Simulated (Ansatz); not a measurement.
# H6PSb: the cost of one run

Program: Ansatz 0.2.0. Level of theory: RKS revPBE/def2-SVP. These are calculated values, not measurements.

## 1. The system as given

Bond lengths: P1–H2 1.392 Å, P1–H3 1.386 Å, P1–H4 1.386 Å, Sb5–H6 1.672 Å, Sb5–H7 1.699 Å, Sb5–H8 1.675 Å. Angles: H2–P1–H3 92.1°, H2–P1–H4 92.2°, H3–P1–H4 92.6°, H6–Sb5–H7 89.4°, H6–Sb5–H8 89.2°, H7–Sb5–H8 88.8°.

Structure file:

```xyz
8

P     0.2777    0.3216   -1.5689
H     0.5005    0.6772   -2.8963
H    -0.8883   -0.3538   -1.8935
H     1.0500   -0.8229   -1.6904
Sb   -0.1905   -0.4036    1.4257
H     1.0046    0.6500    1.9334
H    -0.4318   -0.8791    3.0387
H    -1.3223    0.8106    1.6513
```

## 2. Relaxing the start

Input file input.yaml:

```yaml
crystal:
  periodic: [false, false, false]
  atoms:
    - { symbol: P, position_ang: [0.2777, 0.3216, -1.5689] }
    - { symbol: H, position_ang: [0.5005, 0.6772, -2.8963] }
    - { symbol: H, position_ang: [-0.8883, -0.3538, -1.8935] }
    - { symbol: H, position_ang: [1.05, -0.8229, -1.6904] }
    - { symbol: Sb, position_ang: [-0.1905, -0.4036, 1.4257] }
    - { symbol: H, position_ang: [1.0046, 0.65, 1.9334] }
    - { symbol: H, position_ang: [-0.4318, -0.8791, 3.0387] }
    - { symbol: H, position_ang: [-1.3223, 0.8106, 1.6513] }
basis:
  gaussian: { orbitals: def2-SVP }
hamiltonian:
  xc: revpbe
relax:
  f_tol: 0.02
  max_steps: 40
scf:
  lower_state_search: "off"
```

The run is started by

```
$ ansatz run input.yaml --threads 1 --pin off --max-ram 2048MiB --backend cpu --events-out ev --progress --plain --runs-dir out
```

Q: Estimate wall time and peak memory on 1 thread of Arm Neoverse N1, shared host.

About 26 s, with a peak of 0.1 GiB.
